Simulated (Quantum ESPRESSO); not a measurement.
Runs of Quantum ESPRESSO 7.5 on Zr. The cell holds a slab with vacuum, 7 atoms: a = 3.232 Å, b = 3.232 Å, c = 30.441 Å, α = 90.00°, β = 90.00°, γ = 120.00°. The slab is cut from a database's or a generator's crystal, which needn't be the stable form of the element.

```csv
potentials or basis,cutoff (eV),gap on the mesh (eV),largest force (eV/Å),work function (eV)
Ansatz NC SR PBE,898,none,0.60,(a)
GBRV 1.5 PBE,612,none,0.61,4.22
JTH 2.0 PBE,490,none,0.61,4.23
SG15 PBE 1.2,898,none,0.61,4.22
PseudoDojo 0.5 SR PBE stringent,898,none,0.61,4.22
```

Alike in all rows: task work function; level PBE; no spin polarisation; cell as given; k mesh 7 × 7 × 1; smearing fermi-dirac 0.05 eV.

Fill in the values left out.

(a) 4.21.

A k mesh can miss the band edges, and the runs leave out spin-orbit coupling on Zr.

A gap of «none» marks a metal or a gap under the smearing width.

Not every run made on this cell is shown here.
